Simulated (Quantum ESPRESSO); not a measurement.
Input of a Quantum ESPRESSO 7.5 run:

Contents of scf.in:

```
&CONTROL
  calculation = 'scf'
  prefix = 'pwscf'
  outdir = './tmp'
  pseudo_dir = './pseudo'
/
&SYSTEM
  ibrav = 0
  nat = 2
  ntyp = 2
  ecutwfc = 84
  nbnd = 30
  occupations = 'smearing'
  smearing = 'fd'
  degauss = 0.00367493
  noncolin = .true.
  lspinorb = .true.
  force_symmorphic = .true.
/
&ELECTRONS
  conv_thr = 4d-10
  electron_maxstep = 120
  mixing_beta = 0.5
/
ATOMIC_SPECIES
Zr    91.2240 Zr.upf
O     15.9990 O.upf
CELL_PARAMETERS angstrom
   1.8266398600   -2.9188492700    0.0000000000
   1.8266398600    2.9188492700    0.0000000000
   0.0000000000    0.0000000000    2.6199383700
ATOMIC_POSITIONS crystal
Zr     0.0000000000    0.0000000000    0.0000000000
O      0.5000000000    0.5000000000    0.0000000000
K_POINTS automatic
10 10 10 0 0 0
```

File nscf.in:

```
&CONTROL
  calculation = 'nscf'
  prefix = 'pwscf'
  outdir = './tmp'
  pseudo_dir = './pseudo'
/
&SYSTEM
  ibrav = 0
  nat = 2
  ntyp = 2
  ecutwfc = 84
  nbnd = 218
  occupations = 'smearing'
  smearing = 'fd'
  degauss = 0.00367493
  noncolin = .true.
  lspinorb = .true.
  force_symmorphic = .true.
/
&ELECTRONS
  conv_thr = 1d-08
  diago_full_acc = .true.
  diago_thr_init = 1d-06
/
ATOMIC_SPECIES
Zr    91.2240 Zr.upf
O     15.9990 O.upf
CELL_PARAMETERS angstrom
   1.8266398600   -2.9188492700    0.0000000000
   1.8266398600    2.9188492700    0.0000000000
   0.0000000000    0.0000000000    2.6199383700
ATOMIC_POSITIONS crystal
Zr     0.0000000000    0.0000000000    0.0000000000
O      0.5000000000    0.5000000000    0.0000000000
K_POINTS automatic
4 4 4 0 0 0
```

Potentials or basis: PseudoDojo 0.4 FR PBE standard.

Run with:

```console
$ OMP_NUM_THREADS=1 pw.x -in scf.in > scf.out
$ OMP_NUM_THREADS=1 pw.x -in nscf.in > nscf.out
```

Problem. Estimate the band gap on the k mesh, mean-field level.

Solution. None (metal or under the smearing width).

Caveat: the k mesh is coarse (spacing up to 0.60 Å⁻¹), so the values aren't converged.
